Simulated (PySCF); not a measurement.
# C4H7NSi: the cost of one run

The runs use PySCF 2.14.0, with density-fitted response routines of our own; the level of theory stands in each step. All values are computed, except where a source is named. Atoms count from 0, in the outputs and in this text.

## 1. Starting geometry

13 atoms, charge 0, multiplicity 1; geometry from: GFN2-xTB. The atoms were then displaced at random by about 0.01 Å, so the start is not that level's minimum.

Bonds of the start (Å): C0–C1 1.17, C1–C2 1.44, C2–C3 1.55, C3–N4 1.22, N4–Si5 1.71, C0–H6 1.07, C2–H7 1.08, C2–H8 1.06, C3–H9 1.10, Si5–H10 1.46, Si5–H11 1.45, Si5–H12 1.45.

## 2. Geometry optimisation at PBE0-D3(BJ)/def2-SVP

The job: settings as JSON, then the geometry in Å.

```
{"job": {"xc": "PBE0", "basis": "def2-SVP", "d3": "d3bj", "grid": 1, "shake": 0.01, "kind": "geom"}, "charge": 0, "multiplicity": 1}
C     -2.186290     1.798990     0.210100
C     -1.922100     0.663850     0.108810
C     -1.571270    -0.730610    -0.008040
C     -0.032310    -0.943990    -0.056360
N      0.754030    -0.016520    -0.048190
Si     2.460080     0.142470    -0.088330
H     -2.452010     2.836210     0.290070
H     -1.937350    -1.279980     0.849850
H     -1.996610    -1.151680    -0.886250
H      0.215050    -2.012180    -0.097590
H      2.762250     0.844520     1.161110
H      2.702020     0.932700    -1.282210
H      3.210320    -1.100670    -0.163310
```

Launch:

```bash
> OMP_NUM_THREADS=1 python probes_run.py task.json out
```

This one command runs all jobs of the session in turn.

**Question.** How long does this first job take on 1 thread of Arm Neoverse V1, shared host, and how much memory does it need?

About 45 s, with a peak of 0.5 GiB.
